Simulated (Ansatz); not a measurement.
# H₅N₂OSi radical: small, medium and large basis sets

An exercise on one series of results from a longer session: the logs are not shown, and one member is left open.

The runs use Ansatz 0.2.0, Gaussian basis; one geometry, several basis sets.

Levels to be run: PBE0-D4/def2-SVP; ωB97M-V/def2-SVP; PBE0-D4/def2-QZVPP; ωB97M-V/def2-QZVPP; CCSD(T)/cc-pV(D+d)Z; CCSD(T)/cc-pV(T+d)Z; CCSD(T)/cc-pV(Q+d)Z; the functionals' def2-TZVPP values are taken from earlier runs.

### The relaxed structure

All runs share one geometry, relaxed beforehand with PBE0-D4 in a triple-zeta def2 set.

SMILES `[NH][SiH](N)O`, 9 atoms, charge 0, spin multiplicity 2.

Atoms are counted from 1 here; the program's logs count them from 0.

Bond lengths: N1–Si2 1.744 Å, N1–H5 1.019 Å, Si2–N3 1.699 Å, Si2–O4 1.644 Å, Si2–H6 1.481 Å, N3–H7 1.005 Å, N3–H8 1.006 Å, O4–H9 0.959 Å. Angles: Si2–N1–H5 117.0°, N1–Si2–N3 102.8°, N1–Si2–O4 105.6°, N1–Si2–H6 119.6°, N3–Si2–O4 118.4°, N3–Si2–H6 108.0°, O4–Si2–H6 103.3°, Si2–N3–H7 123.6°, Si2–N3–H8 122.5°, H7–N3–H8 113.2°, Si2–O4–H9 116.9°.

Geometry (Å):

```xyz
9

N    -1.6142    0.2282    0.1106
Si    0.1152    0.4148   -0.0209
N     0.5922   -1.0214   -0.7923
O     0.6473    0.6949    1.5092
H    -2.1916    0.9742   -0.2755
H     0.6723    1.5522   -0.7882
H     1.4519   -1.1185   -1.3035
H     0.1115   -1.8942   -0.6556
H     0.3040    0.1235    2.1989
```

Set-up of the first run:

in.yaml

```yaml
crystal:
  periodic: [false, false, false]
  atoms:
    - {symbol: N, position_ang: [-1.614169, 0.228241, 0.110610]}
    - {symbol: Si, position_ang: [0.115210, 0.414793, -0.020858]}
    - {symbol: N, position_ang: [0.592216, -1.021426, -0.792257]}
    - {symbol: O, position_ang: [0.647313, 0.694864, 1.509159]}
    - {symbol: H, position_ang: [-2.191559, 0.974233, -0.275520]}
    - {symbol: H, position_ang: [0.672276, 1.552179, -0.788174]}
    - {symbol: H, position_ang: [1.451877, -1.118508, -1.303481]}
    - {symbol: H, position_ang: [0.111465, -1.894162, -0.655614]}
    - {symbol: H, position_ang: [0.303971, 0.123486, 2.198936]}
basis:
  gaussian: {orbitals: def2-SVP}
magnetization: {spin_polarized: true, initial_magnetization: 1}
hamiltonian: {xc: pbe0, dispersion: d4}
output: {orbitals: {seedname: orbitals}}
```

Started as:

```sh
$ ansatz run in.yaml --threads 2 --pin off --events-out ev --progress --plain --max-ram 32768MiB --backend cpu
```

Steps of the session up to this table: PBE0-D4 in def2-SVP; ωB97M-V in def2-SVP; PBE0-D4 in def2-QZVPP; ωB97M-V in def2-QZVPP.

One of the session's tables, all rows but one given; the rest of the session is left out.

| functional | basis | HOMO (eV) | LUMO (eV) |
| --- | --- | --- | --- |
| PBE0-D4 | def2-SVP | -7.35 | -2.67 |
| PBE0-D4 | def2-TZVPP | ? | ? |
| PBE0-D4 | def2-QZVPP | -7.71 | -3.10 |
| ωB97M-V | def2-SVP | -9.69 | -0.52 |
| ωB97M-V | def2-TZVPP | -9.99 | -0.97 |
| ωB97M-V | def2-QZVPP | -10.05 | -1.08 |

Q: Estimate the row for PBE0-D4, def2-TZVPP from the others.

As computed: HOMO (eV): -7.65; LUMO (eV): -3.02. In the column «HOMO (eV)» it lies between PBE0-D4, def2-QZVPP (-7.71) and PBE0-D4, def2-SVP (-7.35).
